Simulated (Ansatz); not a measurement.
# SnH₂Br radical: small, medium and large basis sets

One table from this session's results is given with a row withheld; the runs are named, their logs left out.

The runs use Ansatz 0.2.0, Gaussian basis; one geometry, several basis sets.

Plan: PBE0-D4/def2-SVP; ωB97M-V/def2-SVP; PBE0-D4/def2-QZVPP; ωB97M-V/def2-QZVPP; the functionals' def2-TZVPP values are taken from earlier runs.

## Structure used throughout

An earlier PBE0-D4 in a triple-zeta def2 set relaxation fixed the geometry. Sn takes the def2 core potential; no spin-orbit term is included.

SMILES `[Br][SnH2]`, 4 atoms, charge 0, spin multiplicity 2.

Atoms are counted from 1 here; the program's logs count them from 0.

Bond lengths: Br1–Sn2 2.493 Å, Sn2–H3 1.723 Å, Sn2–H4 1.723 Å. Angles: Br1–Sn2–H3 105.4°, Br1–Sn2–H4 105.4°, H3–Sn2–H4 111.2°.

The first run:

File in.yaml:

```yaml
crystal:
  periodic: [false, false, false]
  atoms:
    - {symbol: Br, position_ang: [-1.974165, 0.426283, -0.670942]}
    - {symbol: Sn, position_ang: [0.423135, -0.192178, -0.379569]}
    - {symbol: H, position_ang: [0.426711, -1.499416, 0.743066]}
    - {symbol: H, position_ang: [1.179820, 1.205010, 0.287145]}
basis:
  gaussian: {orbitals: def2-SVP}
magnetization: {spin_polarized: true, initial_magnetization: 1}
hamiltonian: {xc: pbe0, dispersion: d4}
output: {orbitals: {seedname: orbitals}}
```

On the command line:

```
$ ansatz run in.yaml --threads 2 --pin off --events-out ev --progress --plain --max-ram 32768MiB --backend cpu
```

Among the steps run: PBE0-D4 in def2-SVP; ωB97M-V in def2-SVP; PBE0-D4 in def2-QZVPP; ωB97M-V in def2-QZVPP.

One of the session's tables, all rows but one given; the rest of the session is left out.

It belongs to the step «Functionals by basis». 

```
functional       basis  HOMO (eV)  LUMO (eV)
   PBE0-D4    def2-SVP      -6.50      -3.62
   PBE0-D4  def2-TZVPP      -6.58      -3.69
   PBE0-D4  def2-QZVPP      -6.59      -3.69
   ωB97M-V    def2-SVP      -8.46      -1.86
   ωB97M-V  def2-TZVPP          ?          ?
   ωB97M-V  def2-QZVPP      -8.59      -2.01
```

**Question.** Estimate the row for ωB97M-V, def2-TZVPP.

The run gave: HOMO (eV): -8.58; LUMO (eV): -1.99. In the column «HOMO (eV)» it lies between ωB97M-V, def2-QZVPP (-8.59) and ωB97M-V, def2-SVP (-8.46).
